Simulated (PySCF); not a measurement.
# Sn(NCS)Me3: geometry, NMR shifts and electronic excitations

Wanted: the NMR shifts and electronic excitations of Sn(NCS)Me3 (`[CH3][Sn]([CH3])([CH3])[N]=C=S`), by calculation.

Programs: PySCF 2.14.0, with density-fitted response routines of our own. Each step states its level of theory. These are calculated values for one molecule in the gas phase, unless marked as measured. Atoms count from 0, in the outputs and in this text.

### Step 1. Starting geometry

16 atoms, charge 0, multiplicity 1; geometry from: GFN2-xTB. The atoms were then displaced at random by about 0.03 Å, so the start is not that level's minimum.

Bonds of the start (Å): Sn0–N1 2.00, Sn0–C4 2.13, Sn0–C8 2.29, Sn0–C12 2.19, N1–C2 1.17, C2–S3 1.58, C4–H5 1.06, C4–H6 1.11, C4–H7 1.14, C8–H9 1.11, C8–H10 1.04, C8–H11 1.05, C12–H13 1.08, C12–H14 1.18, C12–H15 1.02.

### Step 2. Optimising the geometry at PBE0-D3(BJ)/def2-SVP

The job: settings as JSON, then the geometry in Å.

```
{"job": {"xc": "PBE0", "basis": "def2-SVP", "d3": "d3bj", "grid": 1, "maxiter": 40, "shake": 0.03, "kind": "geom"}, "charge": 0, "multiplicity": 1}
Sn     0.062500    -0.076220    -0.230390
N     -0.007930    -0.011120     1.771450
C     -0.063410    -0.007300     2.937970
S      0.083000     0.002630     4.511320
C      2.135090    -0.021570    -0.735790
H      2.282420    -0.090530    -1.779890
H      2.651680    -0.835120    -0.192190
H      2.637240     0.944210    -0.383590
C     -1.074740     1.874160    -0.636420
H     -1.062510     2.038290    -1.731830
H     -0.619800     2.675780    -0.152210
H     -2.080370     1.779790    -0.339570
C     -1.156970    -1.825320    -0.721950
H     -2.088910    -1.834330    -0.181200
H     -0.515260    -2.736220    -0.328370
H     -1.216370    -1.911080    -1.740890
```

Started as:

```console
OMP_NUM_THREADS=1 python probes_run.py task.json out
```

One launch serves the whole session: the jobs run in the order shown.

**Question.** This job is followed by: GIAO PBE0/pcSseg-1 Sn:def2-TZVP NMR shielding, non-relativistic, gas phase; TDDFT B3LYP/def2-SVPD, vertical, gas phase, core orbitals frozen in the response; GIAO wB97X-D/pcSseg-1 Sn:def2-TZVP NMR shielding, non-relativistic, gas phase. What will the session give for the following? rotational constants (main isotopes); 13C shifts against TMS (PBE0/def2-TZVP+pcSseg-1, means over atoms taken as alike); 1H shifts against TMS (PBE0/def2-TZVP+pcSseg-1, means over atoms taken as alike); 15N shifts against NH3 (PBE0/def2-TZVP+pcSseg-1); 33S shifts against CS2 (PBE0/def2-TZVP+pcSseg-1); surface potential, 1st and 99th percentile; lowest singlet (B3LYP/def2-SVPD); brightest single state of those computed; lowest triplet; vertical ionisation energy (ΔSCF); range of the shift of C2.

**Answer**, as computed:

| quantity | value |
| --- | --- |
| rotational constants (main isotopes) | 2.36, 0.57, 0.57 GHz |
| 13C shifts against TMS (PBE0/def2-TZVP+pcSseg-1, means over atoms taken as alike) | 152.1, -3.5 ppm |
| 1H shifts against TMS (PBE0/def2-TZVP+pcSseg-1, means over atoms taken as alike) | 0.37 ppm |
| 15N shifts against NH3 (PBE0/def2-TZVP+pcSseg-1) | 131.1 ppm |
| 33S shifts against CS2 (PBE0/def2-TZVP+pcSseg-1) | -249 ppm |
| surface potential, 1st and 99th percentile | -1.16 V and 1.68 V |
| lowest singlet (B3LYP/def2-SVPD) | 5.09 eV (243 nm), f = 0.000 |
| brightest single state of those computed | state 8, 6.20 eV, f = 0.427 |
| lowest triplet | 4.55 eV |
| vertical ionisation energy (ΔSCF) | 8.62 eV |
| range of the shift of C2 | 152.1 to 156.9 ppm |

**Reading.** The start was shaken at random, so part of the energy gained undoes that. Relaxing lowered the energy by 0.740 eV in 7 steps; the close pair that moved most is Sn0–C8, from 2.294 to 2.139 Å. No frequency check was run at this level, so the end point may be a saddle. At PBE0/def2-TZVP+pcSseg-1: The widest tensor belongs to S3: span 412 ppm, with a paramagnetic part of -312 ppm. The lowest singlet, at 5.09 eV, is HOMO→LUMO+1 0.46, HOMO−1→LUMO+2 0.43 and is dark; of the 10 states computed, the strongest absorption comes from state 8 at 6.20 eV. The lowest triplet lies 0.55 eV below the lowest singlet (triplets in Tamm-Dancoff, singlets in full TDDFT). Spin-orbit coupling, left out, mixes singlets and triplets in elements this heavy. The orbital energy would give 6.47 eV for ionisation, ΔSCF gives 8.62 eV. Across the 2 runs the shift of C2 moves most, between 152.1 (PBE0/def2-TZVP+pcSseg-1) and 156.9 ppm (wB97X-D/def2-TZVP+pcSseg-1). Spin-orbit coupling is left out, which matters for shieldings and couplings at and beside the heavy atoms.
